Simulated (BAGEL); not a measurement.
# CH2O2Se (SMILES O=C(O)[SeH]) at HF/6-31G(d) (density fitting with qzvpp-jkfit, spherical functions)

Aim: the vertical ionisation energy of CH2O2Se at HF/6-31G* (density fitting with qzvpp-jkfit, spherical functions), from 2 runs. 

The calculation is run with BAGEL 1.2.2.

5 further runs of the same task are left out: 5 that didn't finish.

## Step 1: The molecule

CH2O2Se has 6 atoms, charge 0, and is taken as a singlet. As SMILES, `O=C(O)[SeH]`. The coordinates come from a PBE0-D4/def2-TZVP relaxation. This is one conformer, not always the lowest.

Bond lengths: O1–C2 1.192 Å, C2–O3 1.339 Å, C2–Se4 1.921 Å, O3–H5 0.969 Å, Se4–H6 1.466 Å. Angles: O1–C2–O3 125.1°, O1–C2–Se4 126.5°, O3–C2–Se4 108.4°, C2–O3–H5 106.8°, C2–Se4–H6 91.4°.

## Step 2: A single-point energy at HF/6-31G(d) (density fitting with qzvpp-jkfit, spherical functions)

input.json reads:

```json
{ "bagel": [

{
  "title": "molecule",
  "basis": "6-31gs.json",
  "df_basis": "qzvpp-jkfit",
  "angstrom": "true",
  "geometry": [
    { "atom": "O", "xyz": [      -0.276900,      -0.663300,       1.138200 ] },
    { "atom": "C", "xyz": [       0.111000,      -0.154100,       0.132900 ] },
    { "atom": "O", "xyz": [       1.322400,      -0.339300,      -0.405500 ] },
    { "atom": "Se", "xyz": [      -0.872700,       1.058700,      -0.986600 ] },
    { "atom": "H", "xyz": [       1.797000,      -0.952500,       0.175600 ] },
    { "atom": "H", "xyz": [      -2.038700,       0.986400,      -0.100800 ] }
  ]
},

{ "title": "hf" },

{ "title": "print", "file": "orbitals.molden", "orbitals": "true" }

]}
```

The basis set 6-31G* is read from a file made from the Basis Set Exchange's data (not shown).

On the command line:

```
BAGEL_NUM_THREADS=1 BAGEL input.json > input.out
```

What it wrote:

```text
* using 1 threads per process

  ===============================================================
  ===============================================================

  *** Geometry ***

  { "atom" : "O", "xyz" : [     -0.523265,     -1.253455,      2.150886 ] },
  { "atom" : "C", "xyz" : [      0.209760,     -0.291207,      0.251145 ] },
  { "atom" : "O", "xyz" : [      2.498974,     -0.641184,     -0.766284 ] },
  { "atom" : "Se", "xyz" : [     -1.649164,      2.000653,     -1.864404 ] },
  { "atom" : "H", "xyz" : [      3.395838,     -1.799964,      0.331836 ] },
  { "atom" : "H", "xyz" : [     -3.852585,      1.864026,     -0.190484 ] },

  Number of auxiliary basis functions:      531

  Since a DF basis is specified, we compute 2- and 3-index integrals:
    o Being stored without compression. Storage requirement is 0.026 GB

  Number of basis functions:       78
  Number of electrons      :       58

    * METHOD: MOLECULE                             0.35

  *** RHF ***

  === Nuclear Repulsion ===
   246.3636311505

      * DIIS with orbital gradients will be used.

  === RHF iteration (6-31gs.json) ===
      0      -2588.07849093          0.02159111           0.13
      1      -2588.20740366          0.01534772           0.09
      2      -2588.29168837          0.00186072           0.08
      3      -2588.29381755          0.00099653           0.09
      4      -2588.29437894          0.00022684           0.08
      5      -2588.29444972          0.00012037           0.08
      6      -2588.29446849          0.00005325           0.08
      7      -2588.29447312          0.00001351           0.08
      8      -2588.29447329          0.00000554           0.08
      9      -2588.29447331          0.00000256           0.08
     10      -2588.29447331          0.00000086           0.08
     11      -2588.29447331          0.00000037           0.09
     12      -2588.29447331          0.00000015           0.09
     13      -2588.29447331          0.00000006           0.08
     14      -2588.29447331          0.00000003           0.08
     15      -2588.29447331          0.00000001           0.10
     16      -2588.29447331          0.00000000           0.09
    * SCF iteration converged.

    * Permanent dipole moment:
           (   -0.240593,    -0.014749,     0.182384) a.u.

    * METHOD: HF                                   1.83

    * METHOD: PRINT                                0.02

  ===============================================================
```

Wall time 2.4 s (1 thread of Arm Neoverse V1, shared host); peak memory 0.13 GiB.

## Step 3: The doublet cation, same level

job.json reads:

```json
{ "bagel": [

{
  "title": "molecule",
  "basis": "6-31gs.json",
  "df_basis": "qzvpp-jkfit",
  "angstrom": true,
  "geometry": [
    { "atom": "O", "xyz": [      -0.276900,      -0.663300,       1.138200 ] },
    { "atom": "C", "xyz": [       0.111000,      -0.154100,       0.132900 ] },
    { "atom": "O", "xyz": [       1.322400,      -0.339300,      -0.405500 ] },
    { "atom": "Se", "xyz": [      -0.872700,       1.058700,      -0.986600 ] },
    { "atom": "H", "xyz": [       1.797000,      -0.952500,       0.175600 ] },
    { "atom": "H", "xyz": [      -2.038700,       0.986400,      -0.100800 ] }
  ]
},

{
  "title": "uhf",
  "charge": 1,
  "nopen": 1
},

{
  "title": "print",
  "file": "orbitals.molden",
  "orbitals": true
}

]}
```

The basis set 6-31G* is read from a file made from the Basis Set Exchange's data (not shown).

On the command line:

```
BAGEL_NUM_THREADS=1 BAGEL job.json > job.out
```

What it wrote:

```text
* using 1 threads per process

  ===============================================================
  ===============================================================

  *** Geometry ***

  { "atom" : "O", "xyz" : [     -0.523265,     -1.253455,      2.150886 ] },
  { "atom" : "C", "xyz" : [      0.209760,     -0.291207,      0.251145 ] },
  { "atom" : "O", "xyz" : [      2.498974,     -0.641184,     -0.766284 ] },
  { "atom" : "Se", "xyz" : [     -1.649164,      2.000653,     -1.864404 ] },
  { "atom" : "H", "xyz" : [      3.395838,     -1.799964,      0.331836 ] },
  { "atom" : "H", "xyz" : [     -3.852585,      1.864026,     -0.190484 ] },

  Number of auxiliary basis functions:      531

  Since a DF basis is specified, we compute 2- and 3-index integrals:
    o Being stored without compression. Storage requirement is 0.026 GB

  Number of basis functions:       78
  Number of electrons      :       58

    * METHOD: MOLECULE                             0.32

  *** Open-shell HF ***

  === Nuclear Repulsion ===
   246.3636311505

      * DIIS with orbital gradients will be used.

  === UHF iteration (6-31gs.json) ===
      0      -2587.71035605          0.04566635           0.17
      1      -2587.83776488          0.03641884           0.17
      2      -2587.88913136          0.02796638           0.17
      3      -2587.96144420          0.00188540           0.17
      4      -2587.96221360          0.00095802           0.17
      5      -2587.96255633          0.00035100           0.17
      6      -2587.96269745          0.00016140           0.17
      7      -2587.96279770          0.00008287           0.17
      8      -2587.96286454          0.00005084           0.18
      9      -2587.96293118          0.00004279           0.19
     10      -2587.96302477          0.00003217           0.20
     11      -2587.96314144          0.00003751           0.18
     12      -2587.96316434          0.00003415           0.18
     13      -2587.96318249          0.00001972           0.18
     14      -2587.96318560          0.00000558           0.17
     15      -2587.96318673          0.00000203           0.18
     16      -2587.96318693          0.00000162           0.19
     17      -2587.96318700          0.00000058           0.18
     18      -2587.96318708          0.00000033           0.19
     19      -2587.96318710          0.00000018           0.17
     20      -2587.96318710          0.00000007           0.19
     21      -2587.96318710          0.00000004           0.17
     22      -2587.96318710          0.00000002           0.18
     23      -2587.96318710          0.00000001           0.18
    * SCF iteration converged.

    * S^2 (UHF) is 0.8005

    * Permanent dipole moment:
           (    0.418590,    -0.488506,     0.435854) a.u.

    * METHOD: UHF                                  4.55

    * METHOD: PRINT                                0.02

  ===============================================================
```

Wall time 5.1 s (1 thread of Arm Neoverse V1, shared host); peak memory 0.13 GiB.

## Step 4: What came out

Level: HF/6-31G* (density fitting with qzvpp-jkfit, spherical functions).

```
                                          quantity           value
                     singlet CH2O2Se: total energy  -2588.29447 Eh
                    singlet CH2O2Se: dipole moment          0.77 D
                      singlet CH2O2Se: HOMO energy       -10.17 eV
                      singlet CH2O2Se: LUMO energy         3.34 eV
                    singlet CH2O2Se: HOMO–LUMO gap        13.51 eV
                      doublet cation: total energy  -2587.96319 Eh
                              doublet cation: ⟨S²⟩           0.800
vertical ionisation energy (to the doublet cation)        9.015 eV
```

What this shows: Removing an electron at fixed nuclei costs 9.01 eV (870 kJ/mol). −ε(HOMO) before ionisation, 10.17 eV, is 1.16 eV above this ionisation energy.
